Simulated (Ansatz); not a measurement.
Consider vertical energies of changing the electron count of ClFH₄OSi₂, SMILES F[SiH2]O[SiH2]Cl (Ansatz 0.2.0 through its Python package).

Script `ip_clfh4osi2.py`:
```python
"""Removing and adding an electron on ClFH4OSi2 at fixed geometry."""

import ansatz as az


def single_point(molecule, charge=0, unpaired=0):
    calc = molecule.calculation().basis(gaussian="def2-SVPD").functional("B3LYP")
    if charge:
        calc = calc.charge(charge)
    if unpaired:
        calc = calc.spin("collinear", total=unpaired)
    report = calc.run(threads=1).report
    if report["published_state_doubts"]:
        print("  doubts:", report["published_state_doubts"])
    return report["free_energy_ev"]

GEOMETRY = """
F     2.05070   -0.32650    1.18420
Si    1.47670    0.38310   -0.13940
O     0.09090   -0.34530   -0.55850
Si   -1.47710   -0.52390    0.05940
Cl   -2.52190    1.13620   -0.39390
H     1.25350    1.80430    0.12160
H     2.48000    0.25950   -1.23720
H    -2.09690   -1.69030   -0.53480
H    -1.38210   -0.63950    1.56750
"""


def main() -> None:
    clfh4osi2 = az.Crystal.molecule()
    for line in GEOMETRY.strip().splitlines():
        symbol, *xyz = line.split()
        clfh4osi2 = clfh4osi2.atom(symbol, [float(v) for v in xyz])

    # total-energy differences at one geometry
    parent = single_point(clfh4osi2, 0, 0)
    cation = single_point(clfh4osi2, 1, 1)
    print(f"E(N)   = {parent:.5f} eV")
    print(f"E(N-1) = {cation:.5f} eV  (1 unpaired)")
    print(f"vertical ionisation energy {cation - parent:.3f} eV")
    anion = single_point(clfh4osi2, -1, 1)
    print(f"E(N+1) = {anion:.5f} eV  (1 unpaired)")
    print(f"vertical electron affinity {parent - anion:.3f} eV" + ("" if anion < parent else " (unbound in this basis)"))
    print(f"fundamental gap IP - EA = {cation + anion - 2 * parent:.3f} eV")


if __name__ == "__main__":
    main()
```

What does it cost to change the electron count at this fixed geometry?

At this unrelaxed geometry removing an electron costs 10.93 eV and an added one is unbound in this basis (by 1.24 eV).

The run itself:

Running `python ip_clfh4osi2.py` prints:
```text
E(N)   = -33101.50116 eV
E(N-1) = -33090.57194 eV  (1 unpaired)
vertical ionisation energy 10.929 eV
E(N+1) = -33100.25922 eV  (1 unpaired)
vertical electron affinity -1.242 eV (unbound in this basis)
fundamental gap IP - EA = 12.171 eV
```

Caveats:
- Total energies depend on the basis set; only differences at equal settings carry meaning.
- The geometry is a force-field or estimated start, not a minimum of this method, and the basis set is short of its limit. All parts are taken at fixed geometry, without zero-point energy. At an unrelaxed start these energies can be a whole eV from those at the minimum, and a small affinity can change sign.
- b3lyp holds the VWN-RPA fit, as in Gaussian; the form of ORCA and Turbomole is b3lyp5.
- A negative electron affinity means that the anion is unbound here; its size hangs on the basis and tends to about zero as the basis grows, and so does its part in any gap built on it.
- Finished in 3.1 min on 1 thread of Arm Neoverse N1, on a shared host, peak memory 0.71 GiB.
